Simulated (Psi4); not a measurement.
**AlSbH3F (SMILES [F][AlH][SbH2]) at CAM-B3LYP/def2-SVP (core potential)**

What is the vertical ionisation energy of AlSbH3F at CAM-B3LYP/def2-SVP (core potential)? 

Program for the calculation: Psi4 1.11.

### Step 1. The molecule

AlSbH3F has 6 atoms, charge 0, and is taken as a singlet. SMILES: `[F][AlH][SbH2]`. The coordinates come from a PBE0-D4/def2-TZVP relaxation. This is one conformer, not always the lowest.

Bond lengths: F1–Al2 1.653 Å, Al2–Sb3 2.636 Å, Al2–H4 1.582 Å, Sb3–H5 1.710 Å, Sb3–H6 1.709 Å. Angles: F1–Al2–Sb3 116.3°, F1–Al2–H4 116.4°, Sb3–Al2–H4 127.3°, Al2–Sb3–H5 88.3°, Al2–Sb3–H6 87.8°, H5–Sb3–H6 91.6°.

### Step 2. Energy and forces at CAM-B3LYP/def2-SVP (core potential)

File calc.in:

```
memory 1.6 GB

molecule m {
  0 1
  F     -1.114600    -1.632400     1.262300
  Al    -0.336100    -1.039300    -0.069800
  Sb     1.279900     1.003700     0.334800
  H     -0.594800    -1.800700    -1.431700
  H      0.842100     1.592000    -1.209900
  H     -0.034400     1.812900     1.068100
  units angstrom
  symmetry c1
}

set {
  basis                def2-SVP
  puream               true
  e_convergence        1e-09
  d_convergence        1e-08
  scf_type             pk
  dft_radial_points    99
  dft_spherical_points 590
}

e_tot, wfn = gradient('cam-b3lyp', return_wfn=True)
print_variables()
```

Started as:

```sh
$ psi4 -n 1 calc.in calc.out
```

calc.out:

```text
[...]
    !!!  WARNING: ECP capability is in beta. Please check occupations closely.  !!!
[...]
  Running in c1 symmetry.
[...]
  Nuclear repulsion =  158.063166342933670
[...]
  Multiplicity = 1
[...]
  Nalpha       = 24
  Nbeta        = 24
[...]
    Number of basis functions: 73
[...]
   @RKS iter   1:  -584.07230066664226   -2.29200e+00   7.22574e-03 ADIIS/DIIS
[...]
   @RKS iter  11:  -584.19524859287912   -2.84217e-12   3.33640e-09 DIIS
[...]
    Orbital Energies [Eh]
    ---------------------
    Doubly Occupied:
       1A    -56.136879     2A    -24.722110     3A     -5.782902
       4A     -4.241766     5A     -4.013733     6A     -4.011365
       7A     -4.008367     8A     -2.801332     9A     -2.796203
      10A     -2.793482    11A     -1.368618    12A     -1.366863
      13A     -1.364320    14A     -1.362746    15A     -1.361080
      16A     -1.196703    17A     -0.655676    18A     -0.530572
      19A     -0.477188    20A     -0.474677    21A     -0.428543
      22A     -0.405260    23A     -0.354852    24A     -0.303762
[...]
  @RKS Final Energy:  -584.19524859287912
   => Energetics <=
    Nuclear Repulsion Energy =            158.0631663429336697
    One-Electron Energy =               -1213.6337691184949108
    Two-Electron Energy =                 508.1144138688910630
    DFT Exchange-Correlation Energy =     -36.7390596862089183
    Empirical Dispersion Energy =           0.0000000000000000
    VV10 Nonlocal Energy =                  0.0000000000000000
    Total Energy =                       -584.1952485928791248
[...]
 Multipole Moments:
 ------------------------------------------------------------------------------------
     Multipole            Electronic (a.u.)      Nuclear  (a.u.)        Total (a.u.)
 ------------------------------------------------------------------------------------
 L = 1.  Multiply by 2.5417464519 to convert [e a0] to [Debye]
 Dipole X            :         38.0273107          -37.7624762            0.2648345
 Dipole Y            :         40.9221511          -40.7596495            0.1625016
 Dipole Z            :          0.8691362           -1.2287666           -0.3596304
 Magnitude           :                                                    0.4752664
[...]
  -Total Gradient:
     Atom            X                  Y                   Z
    ------   -----------------  -----------------  -----------------
       1        0.003728978993     0.002794619413    -0.005359935890
       2       -0.004917956971    -0.002623523407     0.005982964590
       3        0.000844423714     0.001963035935     0.000376441488
       4        0.000161116970    -0.000498943706    -0.001184167962
       5       -0.000289225597    -0.000842778103     0.000910583898
       6        0.000427570235    -0.000864706098    -0.000695503630
[...]
```

Wall time 18 s (1 thread of Intel Xeon Platinum 8488C (Sapphire Rapids), shared host); peak memory 0.84 GiB.

### Step 3. The doublet cation, same level

File job.inp:

```
memory 1600 mb

molecule molecule1 {
  1 2
  F     -2.10628874    -3.08478893     2.38540129
  Al    -0.63513695    -1.96399236    -0.13190288
  Sb     2.41866047     1.89671811     0.63268031
  H     -1.12400910    -3.40282983    -2.70552089
  H      1.59133837     3.00844399    -2.28637964
  H     -0.06500658     3.42588449     2.01841647
  units au
  symmetry c1
  no_reorient
  no_com
}

set {
  basis                def2-SVP
  reference            uks
  puream               true
  e_convergence        1e-09
  d_convergence        1e-08
  scf_type             pk
  dft_radial_points    99
  dft_spherical_points 590
  maxiter              200
}

energy_value = gradient("cam-b3lyp")
```

Started as:

```sh
$ psi4 -n 1 job.inp job.out
```

job.out, cut to the lines that bear on the results:

```text
[...]
    !!!  WARNING: ECP capability is in beta. Please check occupations closely.  !!!
[...]
  Running in c1 symmetry.
[...]
  Nuclear repulsion =  158.063166354978847
[...]
  Multiplicity = 2
[...]
  Nalpha       = 24
  Nbeta        = 23
[...]
    Number of basis functions: 73
[...]
   @UKS iter   1:  -583.76624135612360   -1.96001e+00   6.44935e-03 DIIS/ADIIS
[...]
   @UKS iter  15:  -583.85477461037192   -4.32010e-12   4.16304e-09 DIIS
[...]
   @S^2 Observed:                7.618016815E-01
[...]
  @UKS Final Energy:  -583.85477461037192
   => Energetics <=
    Nuclear Repulsion Energy =            158.0631663549788470
    One-Electron Energy =               -1202.5247464496114844
    Two-Electron Energy =                 497.1723082129761337
    DFT Exchange-Correlation Energy =     -36.5655027287154937
    Empirical Dispersion Energy =           0.0000000000000000
    VV10 Nonlocal Energy =                  0.0000000000000000
    Total Energy =                       -583.8547746103720328
[...]
 Multipole Moments:
 ------------------------------------------------------------------------------------
     Multipole            Electronic (a.u.)      Nuclear  (a.u.)        Total (a.u.)
 ------------------------------------------------------------------------------------
 L = 1.  Multiply by 2.5417464519 to convert [e a0] to [Debye]
 Dipole X            :        -27.2346513           28.8181345            1.5834832
 Dipole Y            :          7.4990092           -6.6389859            0.8600233
 Dipole Z            :        -31.5538685           31.3320372           -0.2218312
 Magnitude           :                                                    1.8155628
[...]
  -Total Gradient:
     Atom            X                  Y                   Z
    ------   -----------------  -----------------  -----------------
       1       -0.007715787607    -0.010828110053     0.004149979737
       2        0.017684650197     0.036547918789    -0.006947902274
       3        0.006244783729    -0.008439357669     0.004212673132
       4       -0.004965792834    -0.008661124271     0.002147946907
       5       -0.006422645993    -0.004635778357    -0.001276061235
       6       -0.004870210261    -0.004056176114    -0.002256498659
[...]
```

Wall time 28 s (1 thread of Intel Xeon Platinum 8488C (Sapphire Rapids), shared host); peak memory 0.84 GiB.

### Step 4. Results

Level: CAM-B3LYP/def2-SVP (core potential).

| quantity | value |
| --- | --- |
| singlet AlSbH3F: total energy | -584.19525 Eh |
| singlet AlSbH3F: dipole moment | 1.21 D |
| singlet AlSbH3F: HOMO energy | -8.27 eV |
| singlet AlSbH3F: LUMO energy | -0.37 eV |
| singlet AlSbH3F: HOMO–LUMO gap | 7.89 eV |
| singlet AlSbH3F: largest force on an atom | 0.420 eV/Å |
| doublet cation: total energy | -583.85477 Eh |
| doublet cation: HOMO energy (highest over α and β) | -15.27 eV |
| doublet cation: LUMO energy (lowest over α and β) | -10.27 eV |
| doublet cation: ⟨S²⟩ | 0.762 |
| doublet cation: largest force on an atom | 2.118 eV/Å |
| vertical ionisation energy (to the doublet cation) | 9.265 eV |

The vertical ionisation energy comes to 9.26 eV (214 kcal/mol). The largest force (singlet AlSbH3F) is 0.42 eV/Å: the shape isn't a stationary point for this species at this level. The negative HOMO energy of the first species, 8.27 eV, lies 1.00 eV below that difference.
